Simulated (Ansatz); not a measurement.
# K+ with GeH₄: interaction against distance

Aim: pull the two fragments apart and push them together, rigidly along the line between their mean positions, and follow the counterpoise interaction energy.

Computed with Ansatz 0.2.0, Gaussian basis. Level: single points in def2-TZVPPD, with counterpoise.

Cores are frozen in the correlated methods. Filled d shells of the heavier atoms are correlated. The outer core shell of Li, Na, Mg and K is correlated. B3LYP uses VWN-RPA correlation.

40 further runs of the same task are left out: 40 set aside as unsound or not needed.

**1. The starting structure**

The relaxed pair: 6 atoms, charge 1, spin multiplicity 1.

Atoms are counted from 1 here; the program's logs count them from 0.

Bond lengths: K1–H5 2.875 Å, Ge2–H3 1.528 Å, Ge2–H4 1.528 Å, Ge2–H5 1.562 Å, Ge2–H6 1.528 Å. Angles: H3–Ge2–H4 112.2°, H3–Ge2–H5 106.5°, H3–Ge2–H6 112.3°, H4–Ge2–H5 106.4°, H4–Ge2–H6 112.3°, H5–Ge2–H6 106.5°, K1–H5–Ge2 179.1°.

As a file:

```xyz
6
GeH4K
K     0.2808   -0.1406   -3.6403
Ge   -0.0601    0.0300    0.7804
H     0.8219   -1.0965    1.3174
H    -1.5376   -0.1879    1.1041
H     0.0627   -0.0149   -0.7760
H     0.4322    1.4099    1.2143
```

Atoms 1 to 1 are fragment A, the rest fragment B. The contact K1–H5 is 2.88 Å. Interaction at this geometry, from earlier runs: PBE-D4 -29.26, r2SCAN-D4 -22.66, PBE0-D4 -27.86, B3LYP-D4 -32.42, wB97M-V -23.00, Hartree-Fock -20.55, MP2 -21.78, CCSD -21.43, CCSD(T) -21.53 kJ/mol. Each point needs the pair (ab) and both fragments with ghost atoms (a, b).

**2. B moved by -0.29 Å, wB97M-V/def2-TZVPPD**

The input, ab/in.yaml:

```yaml
crystal:
  periodic: [false, false, false]
  atoms:
    - {symbol: K, position_ang: [0.280772, -0.140565, -3.640309]}
    - {symbol: Ge, position_ang: [-0.037983, 0.018921, 0.493957]}
    - {symbol: H, position_ang: [0.843989, -1.107606, 1.030928]}
    - {symbol: H, position_ang: [-1.515520, -0.198990, 0.817640]}
    - {symbol: H, position_ang: [0.084840, -0.025935, -1.062438]}
    - {symbol: H, position_ang: [0.454286, 1.398865, 0.927852]}
basis:
  gaussian: {orbitals: "def2-TZVPPD.json"}
total_charge: 1
hamiltonian: {xc: {name: wB97M-V}}
```

The input, a/in.yaml:

```yaml
crystal:
  periodic: [false, false, false]
  atoms:
    - {symbol: K, position_ang: [0.280772, -0.140565, -3.640309]}
basis:
  gaussian:
    orbitals: "def2-TZVPPD.json"
    ghost_atoms:
      - {symbol: Ge, position_ang: [-0.037983, 0.018921, 0.493957]}
      - {symbol: H, position_ang: [0.843989, -1.107606, 1.030928]}
      - {symbol: H, position_ang: [-1.515520, -0.198990, 0.817640]}
      - {symbol: H, position_ang: [0.084840, -0.025935, -1.062438]}
      - {symbol: H, position_ang: [0.454286, 1.398865, 0.927852]}
total_charge: 1
hamiltonian: {xc: {name: wB97M-V}}
```

The input, b/in.yaml:

```yaml
crystal:
  periodic: [false, false, false]
  atoms:
    - {symbol: Ge, position_ang: [-0.037983, 0.018921, 0.493957]}
    - {symbol: H, position_ang: [0.843989, -1.107606, 1.030928]}
    - {symbol: H, position_ang: [-1.515520, -0.198990, 0.817640]}
    - {symbol: H, position_ang: [0.084840, -0.025935, -1.062438]}
    - {symbol: H, position_ang: [0.454286, 1.398865, 0.927852]}
basis:
  gaussian:
    orbitals: "def2-TZVPPD.json"
    ghost_atoms:
      - {symbol: K, position_ang: [0.280772, -0.140565, -3.640309]}
hamiltonian: {xc: {name: wB97M-V}}
```

The basis file named in the input lies beside it (Basis Set Exchange, JSON).

The same command starts each run, in its folder.

Command:

```
ansatz run in.yaml --threads 2 --pin off --events-out ev --progress --plain --max-ram 5222MiB
```

Log of ab, cut to the lines that bear on the results:

```text
Functional definition: wB97M-V
  name "wB97M-V"
  cite "Mardirossian & Head-Gordon, J. Chem. Phys. 144, 214110 (2016) doi:10.1063/1.4952647"
  cite "Becke, J. Chem. Phys. 107, 8554 (1997) doi:10.1063/1.475007"
  cite "Vydrov & Van Voorhis, J. Chem. Phys. 133, 244103 (2010) doi:10.1063/1.3521275"
  # Of w^i u^j: cxij and so on, Table III.
[...]
  gx(w, u) = 1 - cx + cx01*u + cx10*w
  gss(w, u) = css00 + css04*u^4 + css10*w + css20*w^2 + css43*w^4*u^3
  gos(w, u) = cos00 + cos10*w + (cos20 + cos21*u)*w^2 + (cos60 + cos61*u)*w^6
[...]
      + integral(e_c_pw_mod_opposite_spin*gos(b97_w_opposite, b97_u_opposite)) + vv10(b, c)
997 factors; their error is unknown
295 factors; integrals over basis functions are off by at most 3.9e-5 eV
[...]
mean field -72898.89152963 eV, -2678.9848510706 hartree, gradient 4.2e-5 eV, S^2 0.000000; 0 other end points of the search recorded, 0 dependent functions left out
reference -72898.89159184 eV, -2678.9848533565 hartree; 27, 27 occupied and 131, 131 virtual orbitals, 997 factors
Total energy: -72898.89159184 eV, -2678.9848533565 hartree
```

a printed, cut to the lines that bear on the results:

```text
[... 5 set-up lines as earlier in the session ...]
  # Of w^i u^j: cxij and so on, Table III.
[...]
  gx(w, u) = 1 - cx + cx01*u + cx10*w
[...]
      + integral(e_c_pw_mod_opposite_spin*gos(b97_w_opposite, b97_u_opposite)) + vv10(b, c)
923 factors; their error is unknown
282 factors; integrals over basis functions are off by at most 4.0e-5 eV
[...]
mean field -16319.33475390 eV, -599.7244905634 hartree, gradient 4.1e-6 eV, S^2 0.000000; 0 other end points of the search recorded, 0 dependent functions left out
reference -16319.33478657 eV, -599.7244917640 hartree; 9, 9 occupied and 149, 149 virtual orbitals, 923 factors
Total energy: -16319.33478657 eV, -599.7244917640 hartree
```

b printed, cut to the lines that bear on the results:

```text
[... 5 set-up lines as earlier in the session ...]
  # Of w^i u^j: cxij and so on, Table III.
[...]
  gx(w, u) = 1 - cx + cx01*u + cx10*w
[...]
      + integral(e_c_pw_mod_opposite_spin*gos(b97_w_opposite, b97_u_opposite)) + vv10(b, c)
908 factors; their error is unknown
254 factors; integrals over basis functions are off by at most 4.7e-5 eV
[...]
mean field -56579.29955295 eV, -2079.2509077444 hartree, gradient 5.2e-5 eV, S^2 0.000000; 0 other end points of the search recorded, 0 dependent functions left out
reference -56579.29960644 eV, -2079.2509097101 hartree; 18, 18 occupied and 140, 140 virtual orbitals, 908 factors
Total energy: -56579.29960644 eV, -2079.2509097101 hartree
```

Times: 11 s (ab), 6.5 s (a), 8.5 s (b) on 2 threads of Arm Neoverse V1, shared host; peak memory 0.49 GiB.

This point gives -24.82 kJ/mol.

**3. B moved by -0.29 Å, CCSD(T)/def2-TZVPPD**

Each input of step 2 (ab, a, b) changes in the same lines:

```diff
-hamiltonian: {xc: {name: wB97M-V}}
+correlation: {method: ccsd_t}
```

The same command starts each run, in its folder.

Command:

```
ansatz run in.yaml --threads 2 --pin off --events-out ev --progress --plain --max-ram 5222MiB
```

ab printed, cut to the lines that bear on the results:

```text
Functional definition: HF
  name "HF"
  cite "Fock, Z. Phys. 61, 126 (1930) doi:10.1007/BF01340294"
  parent pbe
[...]
1029 factors; integrals over basis functions are off by at most 1.5e-3 eV
[...]
mean field -72836.50929265 eV, -2676.6923461458 hartree, gradient 1.0e-5 eV, S^2 0.000000; 0 other end points of the search recorded, 0 dependent functions left out
14 core orbitals not correlated: weight in the atoms' cores, before any rotation towards them, 1.000 or more for the frozen orbitals, at most 0.000 for the correlated occupied ones
reference -72836.50929265 eV, -2676.6923461458 hartree; 13, 13 occupied and 131, 131 virtual orbitals, 1029 factors
second order -11.80726514 eV of doubles, -0.00000000 eV of singles
cycle   1  -12.25844422 eV  change   -4.5e-1 eV  update   7.5e-2
[...]
cycle   8  -12.65963790 eV  change   -1.0e-5 eV  update   1.2e-5
perturbative correction -0.28287079 eV, -0.0103953097 hartree
Total energy: -72849.45180134 eV, -2677.1679745674 hartree
```

a printed, cut to the lines that bear on the results:

```text
[... 4 set-up lines as earlier in the session ...]
[...]
999 factors; integrals over basis functions are off by at most 7.0e-4 eV
[...]
mean field -16299.78667567 eV, -599.0061119386 hartree, gradient 2.6e-6 eV, S^2 0.000000; 0 other end points of the search recorded, 0 dependent functions left out
5 core orbitals not correlated: weight in the atoms' cores, before any rotation towards them, 1.000 or more for the frozen orbitals, at most 0.000 for the correlated occupied ones
reference -16299.78667567 eV, -599.0061119386 hartree; 4, 4 occupied and 149, 149 virtual orbitals, 999 factors
second order -4.12008517 eV of doubles, -0.00000000 eV of singles
cycle   1  -4.39479722 eV  change   -2.7e-1 eV  update   1.9e-2
[...]
cycle   6  -4.43593249 eV  change   -2.1e-6 eV  update   3.9e-6
perturbative correction -0.04622085 eV, -0.0016985849 hartree
Total energy: -16304.26882901 eV, -599.1708280357 hartree
```

b printed, cut to the lines that bear on the results:

```text
[... 4 set-up lines as earlier in the session ...]
[...]
894 factors; integrals over basis functions are off by at most 1.5e-3 eV
[...]
mean field -56536.50920272 eV, -2077.6783913776 hartree, gradient 3.4e-6 eV, S^2 0.000000; 0 other end points of the search recorded, 0 dependent functions left out
9 core orbitals not correlated: weight in the atoms' cores, before any rotation towards them, 1.000 or more for the frozen orbitals, at most 0.000 for the correlated occupied ones
reference -56536.50920272 eV, -2077.6783913776 hartree; 9, 9 occupied and 140, 140 virtual orbitals, 894 factors
second order -7.65977469 eV of doubles, -0.00000000 eV of singles
cycle   1  -7.83934709 eV  change   -1.8e-1 eV  update   7.3e-2
[...]
cycle   8  -8.20192198 eV  change   -9.6e-6 eV  update   1.1e-5
perturbative correction -0.23451552 eV, -0.0086182864 hartree
Total energy: -56544.94564022 eV, -2077.9884247374 hartree
```

Times: 28 s (ab), 5.5 s (a), 15 s (b) on 2 threads of Arm Neoverse V1, shared host; peak memory 1.1 GiB.

This point gives -22.90 kJ/mol.

**4. B moved by -0.14 Å, wB97M-V/def2-TZVPPD**

The input, ab/in.yaml:

```yaml
crystal:
  periodic: [false, false, false]
  atoms:
    - {symbol: K, position_ang: [0.280772, -0.140565, -3.640309]}
    - {symbol: Ge, position_ang: [-0.049032, 0.024452, 0.637194]}
    - {symbol: H, position_ang: [0.832941, -1.102075, 1.174165]}
    - {symbol: H, position_ang: [-1.526568, -0.193459, 0.960877]}
    - {symbol: H, position_ang: [0.073792, -0.020404, -0.919201]}
    - {symbol: H, position_ang: [0.443238, 1.404396, 1.071089]}
basis:
  gaussian: {orbitals: "def2-TZVPPD.json"}
total_charge: 1
hamiltonian: {xc: {name: wB97M-V}}
```

The input, a/in.yaml:

```yaml
crystal:
  periodic: [false, false, false]
  atoms:
    - {symbol: K, position_ang: [0.280772, -0.140565, -3.640309]}
basis:
  gaussian:
    orbitals: "def2-TZVPPD.json"
    ghost_atoms:
      - {symbol: Ge, position_ang: [-0.049032, 0.024452, 0.637194]}
      - {symbol: H, position_ang: [0.832941, -1.102075, 1.174165]}
      - {symbol: H, position_ang: [-1.526568, -0.193459, 0.960877]}
      - {symbol: H, position_ang: [0.073792, -0.020404, -0.919201]}
      - {symbol: H, position_ang: [0.443238, 1.404396, 1.071089]}
total_charge: 1
hamiltonian: {xc: {name: wB97M-V}}
```

The input, b/in.yaml:

```yaml
crystal:
  periodic: [false, false, false]
  atoms:
    - {symbol: Ge, position_ang: [-0.049032, 0.024452, 0.637194]}
    - {symbol: H, position_ang: [0.832941, -1.102075, 1.174165]}
    - {symbol: H, position_ang: [-1.526568, -0.193459, 0.960877]}
    - {symbol: H, position_ang: [0.073792, -0.020404, -0.919201]}
    - {symbol: H, position_ang: [0.443238, 1.404396, 1.071089]}
basis:
  gaussian:
    orbitals: "def2-TZVPPD.json"
    ghost_atoms:
      - {symbol: K, position_ang: [0.280772, -0.140565, -3.640309]}
hamiltonian: {xc: {name: wB97M-V}}
```

Each run has its own folder and the same command.

Command:

```
ansatz run in.yaml --threads 2 --pin off --events-out ev --progress --plain --max-ram 5222MiB
```

Log of ab, cut to the lines that bear on the results:

```text
[... 5 set-up lines as earlier in the session ...]
  # Of w^i u^j: cxij and so on, Table III.
[...]
  gx(w, u) = 1 - cx + cx01*u + cx10*w
[...]
      + integral(e_c_pw_mod_opposite_spin*gos(b97_w_opposite, b97_u_opposite)) + vv10(b, c)
997 factors; their error is unknown
295 factors; integrals over basis functions are off by at most 4.0e-5 eV
[...]
mean field -72898.88602549 eV, -2678.9846487972 hartree, gradient 4.5e-5 eV, S^2 0.000000; 0 other end points of the search recorded, 0 dependent functions left out
reference -72898.88608774 eV, -2678.9846510847 hartree; 27, 27 occupied and 131, 131 virtual orbitals, 997 factors
Total energy: -72898.88608774 eV, -2678.9846510847 hartree
```

Log of a, cut to the lines that bear on the results:

```text
[... 5 set-up lines as earlier in the session ...]
  # Of w^i u^j: cxij and so on, Table III.
[...]
  gx(w, u) = 1 - cx + cx01*u + cx10*w
[...]
      + integral(e_c_pw_mod_opposite_spin*gos(b97_w_opposite, b97_u_opposite)) + vv10(b, c)
923 factors; their error is unknown
282 factors; integrals over basis functions are off by at most 4.1e-5 eV
[...]
mean field -16319.33408052 eV, -599.7244658171 hartree, gradient 4.0e-6 eV, S^2 0.000000; 0 other end points of the search recorded, 0 dependent functions left out
reference -16319.33411345 eV, -599.7244670274 hartree; 9, 9 occupied and 149, 149 virtual orbitals, 923 factors
Total energy: -16319.33411345 eV, -599.7244670274 hartree
```

Output in b, cut to the lines that bear on the results:

```text
[... 5 set-up lines as earlier in the session ...]
  # Of w^i u^j: cxij and so on, Table III.
[...]
  gx(w, u) = 1 - cx + cx01*u + cx10*w
[...]
      + integral(e_c_pw_mod_opposite_spin*gos(b97_w_opposite, b97_u_opposite)) + vv10(b, c)
908 factors; their error is unknown
254 factors; integrals over basis functions are off by at most 4.8e-5 eV
[...]
mean field -56579.29946816 eV, -2079.2509046283 hartree, gradient 4.9e-5 eV, S^2 0.000000; 0 other end points of the search recorded, 0 dependent functions left out
reference -56579.29952134 eV, -2079.2509065825 hartree; 18, 18 occupied and 140, 140 virtual orbitals, 908 factors
Total energy: -56579.29952134 eV, -2079.2509065825 hartree
```

They took 11 s (ab), 6 s (a), 8.5 s (b) on 2 threads of Arm Neoverse V1, shared host; peak memory 0.49 GiB.

ab − a − b = -24.36 kJ/mol.

**5. B moved by -0.14 Å, CCSD(T)/def2-TZVPPD**

The same edit goes into each in.yaml of step 4 (ab, a, b):

```diff
-hamiltonian: {xc: {name: wB97M-V}}
+correlation: {method: ccsd_t}
```

Each run has its own folder and the same command.

Command:

```
ansatz run in.yaml --threads 2 --pin off --events-out ev --progress --plain --max-ram 5222MiB
```

Log of ab, cut to the lines that bear on the results:

```text
[... 4 set-up lines as earlier in the session ...]
[...]
1029 factors; integrals over basis functions are off by at most 1.5e-3 eV
[...]
mean field -72836.51440260 eV, -2676.6925339329 hartree, gradient 9.8e-6 eV, S^2 0.000000; 0 other end points of the search recorded, 0 dependent functions left out
14 core orbitals not correlated: weight in the atoms' cores, before any rotation towards them, 1.000 or more for the frozen orbitals, at most 0.000 for the correlated occupied ones
reference -72836.51440260 eV, -2676.6925339329 hartree; 13, 13 occupied and 131, 131 virtual orbitals, 1029 factors
second order -11.79524911 eV of doubles, -0.00000000 eV of singles
cycle   1  -12.24740244 eV  change   -4.5e-1 eV  update   7.5e-2
[...]
cycle   8  -12.64870717 eV  change   -1.0e-5 eV  update   1.2e-5
perturbative correction -0.28214821 eV, -0.0103687554 hartree
Total energy: -72849.44525798 eV, -2677.1677341031 hartree
```

Log of a, cut to the lines that bear on the results:

```text
[... 4 set-up lines as earlier in the session ...]
[...]
999 factors; integrals over basis functions are off by at most 7.0e-4 eV
[...]
mean field -16299.78634445 eV, -599.0060997664 hartree, gradient 2.6e-6 eV, S^2 0.000000; 0 other end points of the search recorded, 0 dependent functions left out
5 core orbitals not correlated: weight in the atoms' cores, before any rotation towards them, 1.000 or more for the frozen orbitals, at most 0.000 for the correlated occupied ones
reference -16299.78634445 eV, -599.0060997664 hartree; 4, 4 occupied and 149, 149 virtual orbitals, 999 factors
second order -4.11743622 eV of doubles, -0.00000000 eV of singles
cycle   1  -4.39202631 eV  change   -2.7e-1 eV  update   1.9e-2
[...]
cycle   6  -4.43309378 eV  change   -2.1e-6 eV  update   3.8e-6
perturbative correction -0.04616121 eV, -0.0016963932 hartree
Total energy: -16304.26559944 eV, -599.1707093512 hartree
```

b printed, cut to the lines that bear on the results:

```text
[... 4 set-up lines as earlier in the session ...]
[...]
894 factors; integrals over basis functions are off by at most 1.5e-3 eV
[...]
mean field -56536.50907447 eV, -2077.6783866646 hartree, gradient 3.4e-6 eV, S^2 0.000000; 0 other end points of the search recorded, 0 dependent functions left out
9 core orbitals not correlated: weight in the atoms' cores, before any rotation towards them, 1.000 or more for the frozen orbitals, at most 0.000 for the correlated occupied ones
reference -56536.50907447 eV, -2077.6783866646 hartree; 9, 9 occupied and 140, 140 virtual orbitals, 894 factors
second order -7.65879428 eV of doubles, -0.00000000 eV of singles
cycle   1  -7.83850567 eV  change   -1.8e-1 eV  update   7.3e-2
[...]
cycle   8  -8.20105603 eV  change   -9.5e-6 eV  update   1.1e-5
perturbative correction -0.23449372 eV, -0.0086174851 hartree
Total energy: -56544.94462422 eV, -2077.9883874001 hartree
```

Times: 27 s (ab), 5.5 s (a), 15 s (b) on 2 threads of Arm Neoverse V1, shared host; peak memory 1.1 GiB.

Interaction: -22.68 kJ/mol.

**6. B moved by +0.14 Å, wB97M-V/def2-TZVPPD**

The input, ab/in.yaml:

```yaml
crystal:
  periodic: [false, false, false]
  atoms:
    - {symbol: K, position_ang: [0.280772, -0.140565, -3.640309]}
    - {symbol: Ge, position_ang: [-0.071128, 0.035514, 0.923668]}
    - {symbol: H, position_ang: [0.810844, -1.091014, 1.460639]}
    - {symbol: H, position_ang: [-1.548665, -0.182397, 1.247351]}
    - {symbol: H, position_ang: [0.051695, -0.009342, -0.632727]}
    - {symbol: H, position_ang: [0.421141, 1.415458, 1.357563]}
basis:
  gaussian: {orbitals: "def2-TZVPPD.json"}
total_charge: 1
hamiltonian: {xc: {name: wB97M-V}}
```

The input, a/in.yaml:

```yaml
crystal:
  periodic: [false, false, false]
  atoms:
    - {symbol: K, position_ang: [0.280772, -0.140565, -3.640309]}
basis:
  gaussian:
    orbitals: "def2-TZVPPD.json"
    ghost_atoms:
      - {symbol: Ge, position_ang: [-0.071128, 0.035514, 0.923668]}
      - {symbol: H, position_ang: [0.810844, -1.091014, 1.460639]}
      - {symbol: H, position_ang: [-1.548665, -0.182397, 1.247351]}
      - {symbol: H, position_ang: [0.051695, -0.009342, -0.632727]}
      - {symbol: H, position_ang: [0.421141, 1.415458, 1.357563]}
total_charge: 1
hamiltonian: {xc: {name: wB97M-V}}
```

The input, b/in.yaml:

```yaml
crystal:
  periodic: [false, false, false]
  atoms:
    - {symbol: Ge, position_ang: [-0.071128, 0.035514, 0.923668]}
    - {symbol: H, position_ang: [0.810844, -1.091014, 1.460639]}
    - {symbol: H, position_ang: [-1.548665, -0.182397, 1.247351]}
    - {symbol: H, position_ang: [0.051695, -0.009342, -0.632727]}
    - {symbol: H, position_ang: [0.421141, 1.415458, 1.357563]}
basis:
  gaussian:
    orbitals: "def2-TZVPPD.json"
    ghost_atoms:
      - {symbol: K, position_ang: [0.280772, -0.140565, -3.640309]}
hamiltonian: {xc: {name: wB97M-V}}
```

Each run has its own folder and the same command.

Command:

```
ansatz run in.yaml --threads 2 --pin off --events-out ev --progress --plain --max-ram 5222MiB
```

Log of ab, cut to the lines that bear on the results:

```text
[... 5 set-up lines as earlier in the session ...]
  # Of w^i u^j: cxij and so on, Table III.
[...]
  gx(w, u) = 1 - cx + cx01*u + cx10*w
[...]
      + integral(e_c_pw_mod_opposite_spin*gos(b97_w_opposite, b97_u_opposite)) + vv10(b, c)
997 factors; their error is unknown
295 factors; integrals over basis functions are off by at most 4.8e-5 eV
[...]
mean field -72898.85228192 eV, -2678.9834087439 hartree, gradient 4.5e-5 eV, S^2 0.000000; 0 other end points of the search recorded, 0 dependent functions left out
reference -72898.85234424 eV, -2678.9834110340 hartree; 27, 27 occupied and 131, 131 virtual orbitals, 997 factors
Total energy: -72898.85234424 eV, -2678.9834110340 hartree
```

a printed, cut to the lines that bear on the results:

```text
[... 5 set-up lines as earlier in the session ...]
  # Of w^i u^j: cxij and so on, Table III.
[...]
  gx(w, u) = 1 - cx + cx01*u + cx10*w
[...]
      + integral(e_c_pw_mod_opposite_spin*gos(b97_w_opposite, b97_u_opposite)) + vv10(b, c)
923 factors; their error is unknown
282 factors; integrals over basis functions are off by at most 4.5e-5 eV
[...]
mean field -16319.33299146 eV, -599.7244257950 hartree, gradient 3.5e-5 eV, S^2 0.000000; 0 other end points of the search recorded, 0 dependent functions left out
reference -16319.33302512 eV, -599.7244270321 hartree; 9, 9 occupied and 149, 149 virtual orbitals, 923 factors
Total energy: -16319.33302512 eV, -599.7244270321 hartree
```

Log of b, cut to the lines that bear on the results:

```text
[... 5 set-up lines as earlier in the session ...]
  # Of w^i u^j: cxij and so on, Table III.
[...]
  gx(w, u) = 1 - cx + cx01*u + cx10*w
[...]
      + integral(e_c_pw_mod_opposite_spin*gos(b97_w_opposite, b97_u_opposite)) + vv10(b, c)
908 factors; their error is unknown
254 factors; integrals over basis functions are off by at most 4.9e-5 eV
[...]
mean field -56579.29936132 eV, -2079.2509007021 hartree, gradient 4.9e-5 eV, S^2 0.000000; 0 other end points of the search recorded, 0 dependent functions left out
reference -56579.29941354 eV, -2079.2509026209 hartree; 18, 18 occupied and 140, 140 virtual orbitals, 908 factors
Total energy: -56579.29941354 eV, -2079.2509026209 hartree
```

They took 11 s (ab), 6 s (a), 8 s (b) on 2 threads of Arm Neoverse V1, shared host; peak memory 0.49 GiB.

Interaction: -21.22 kJ/mol.

(Part 1 of 3 ends here.)
